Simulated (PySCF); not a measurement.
# One shape, several levels: CHClGaNO (SMILES O=C=[N][GaH][Cl])

Aim: a comparison of 6 runs (M06-2X/6-31G*, M06-L/6-31G*, PBE/6-31G*, SVWN5/6-31G*, r2SCAN/6-31G*, CCSD(T)/6-31G*) of CHClGaNO. 

The calculation is run with PySCF 2.14.0.

2 further runs of the same task are left out: 2 set aside as unsound or not needed.

### Step 1. The system as given

CHClGaNO: 6 atoms, total charge 0, spin state singlet. As SMILES, `O=C=[N][GaH][Cl]`. The shape is that of a PBE0-D4/def2-TZVP optimisation. This is one conformer, not always the lowest.

Bond lengths: O1–C2 1.163 Å, C2–N3 1.203 Å, N3–Ga4 1.824 Å, Ga4–Cl5 2.132 Å, Ga4–H6 1.540 Å. Angles: O1–C2–N3 176.4°, C2–N3–Ga4 142.4°, N3–Ga4–Cl5 115.2°, N3–Ga4–H6 121.8°, Cl5–Ga4–H6 123.0°.

### Step 2. The energy at M06-2X/6-31G(d) (spherical functions) (run 1)

Contents of geometry.xyz:

```xyz
6
CHClGaNO
O     -0.700200    -2.626600    -0.696700
C     -0.691800    -1.486000    -0.467600
N     -0.756800    -0.304700    -0.247900
Ga     0.248500     1.124400     0.275700
Cl     2.297400     0.694600     0.677800
H     -0.354900     2.534400     0.412700
```

Contents of calc.py:

```python
# O=C=[N][GaH][Cl]
from pyscf import gto, dft

mol = gto.M(
    atom='geometry.xyz',
    basis='6-31g*',
    max_memory=1860,
    charge=0,
    verbose=3,
)

ks = dft.RKS(mol, xc='m06-2x')
ks.conv_tol = 1e-10
ks.grids.level = 5
ks.kernel()
if not ks.converged:
    ks = ks.newton().run(ks.mo_coeff, ks.mo_occ)

etot = ks.e_tot
print(f'total energy: {etot:.8f} hartree')
```

The run is started by

```
$ OMP_NUM_THREADS=1 python calc.py
```

The log of the run:

```text
converged SCF energy = -2553.43124061582
total energy: -2553.43124062 hartree
```

Wall time 37 s (1 thread of Intel Xeon at 2.70GHz, shared host); peak memory 0.5 GiB.

### Step 3. A single-point energy at M06-L/6-31G(d) (spherical functions) (run 2)

Contents of start.xyz:

```xyz
6
CHClGaNO
O     -0.700200    -2.626600    -0.696700
C     -0.691800    -1.486000    -0.467600
N     -0.756800    -0.304700    -0.247900
Ga     0.248500     1.124400     0.275700
Cl     2.297400     0.694600     0.677800
H     -0.354900     2.534400     0.412700
```

Contents of calc.py:

```python
from pyscf import gto, dft

mol = gto.M(
    atom='start.xyz',
    verbose=3,
    basis='6-31g*',
    charge=0,
    max_memory=1860,
    spin=0,
)

mf = dft.RKS(mol)
mf.xc = 'm06-l'
mf.grids.level = 5
mf.conv_tol = 1e-10
mf.kernel()
if not mf.converged:
    mf = mf.newton().run(mf.mo_coeff, mf.mo_occ)

etot = mf.e_tot
print('E(%s) = %.9f' % ('M06-L', etot))
```

The run is started by

```
$ OMP_NUM_THREADS=1 python calc.py
```

The log of the run:

```text
converged SCF energy = -2553.45609469982
E(M06-L) = -2553.456094700
```

Wall time 38 s (1 thread of Intel Xeon at 2.70GHz, shared host); peak memory 0.5 GiB.

Runs 3 to 5 aren't shown in full; the table further down has their settings and results.

### Step 4. The energy at CCSD(T)/6-31G(d) (spherical functions) (run 6)

Contents of calc.py:

```python
from pyscf import gto, scf, cc

mol = gto.M(
    atom='''
O     -0.700200    -2.626600    -0.696700
C     -0.691800    -1.486000    -0.467600
N     -0.756800    -0.304700    -0.247900
Ga     0.248500     1.124400     0.275700
Cl     2.297400     0.694600     0.677800
H     -0.354900     2.534400     0.412700
''',
    charge=0,
    spin=0,
    basis='6-31g*',
    verbose=4,
    max_memory=1860,
)

myscf = scf.RHF(mol)
myscf.conv_tol = 1e-10
myscf.kernel()
if not myscf.converged:
    myscf = myscf.newton().run(myscf.mo_coeff, myscf.mo_occ)

mycc = cc.CCSD(myscf, frozen=17)
mycc.kernel()
e_t = mycc.ccsd_t()
e_tot = mycc.e_tot + e_t
print(f'total energy: {e_tot:.8f} hartree')
```

The run is started by

```
$ OMP_NUM_THREADS=1 python calc.py
```

The log of the run:

```text
PySCF version 2.14.0

[... 62 lines left out ...]
converged SCF energy = -2550.30584825531
[... 12 lines left out ...]
Init t2, MP2 energy = -2551.11458080538  E_corr(MP2) -0.808732550072188
[... 14 lines left out ...]
CCSD converged
[... 2 lines left out ...]
total energy: -2551.14104941 hartree
```

It took 36 s on 1 thread of Intel Xeon at 2.70GHz, shared host; peak memory 0.48 GiB.

### Step 5. The series

| run | level | integration grid | frozen core orbitals | energy (Eh) | dipole moment (D) of the reference | HOMO energy (eV) | LUMO energy (eV) | wall time |
| --- | --- | --- | --- | --- | --- | --- | --- | --- |
| 1 | M06-2X/6-31G* (spherical functions) | 5 | – | -2553.431241 | 2.44 | -10.06 | -1.32 | 37 s |
| 2 | M06-L/6-31G* (spherical functions) | 5 | – | -2553.456095 | 2.41 | -7.64 | -2.41 | 38 s |
| 3 | PBE/6-31G* (spherical functions) | 5 | – | -2552.855813 | 2.12 | -7.29 | -2.56 | 24 s |
| 4 | SVWN5/6-31G* (spherical functions) | 5 | – | -2547.700570 | 2.17 | -7.49 | -2.84 | 13 s |
| 5 | r2SCAN/6-31G* (spherical functions) | 5 | – | -2553.391601 | 2.32 | -7.67 | -2.37 | 39 s |
| 6 | CCSD(T)/6-31G* (spherical functions) | – | 17 | -2551.141049 | 2.82 | -12.10 | 0.97 | 36 s |

### Step 6. Outcome

| quantity | value |
| --- | --- |
| run 6: total energy | -2551.14105 Eh |
| run 6: dipole moment (Hartree–Fock density) | 2.82 D |
| run 6: HOMO energy (Hartree–Fock orbitals) | -12.10 eV |
| run 6: LUMO energy (Hartree–Fock orbitals) | 0.97 eV |
| run 6: HOMO–LUMO gap (Hartree–Fock orbitals) | 13.08 eV |
| run 6: correlation energy (17 core orbitals frozen) | -835.2 mEh |
| run 6: (T) correction | -27.25 mEh |
| run 6: T1 diagnostic | 0.015 |

**Reading.** Over runs 1, 2, 3, 4, 5 the dipole moment (its size) runs from 2.12 D (PBE/6-31G*) to 2.44 D (M06-2X/6-31G*). Over runs 1, 2, 3, 4, 5 the HOMO–LUMO gap runs from 4.65 eV (SVWN5/6-31G*) to 8.74 eV (M06-2X/6-31G*). Totals of different functionals can't be ranked against each other. All runs together took 3.1 min, the longest 39 s.
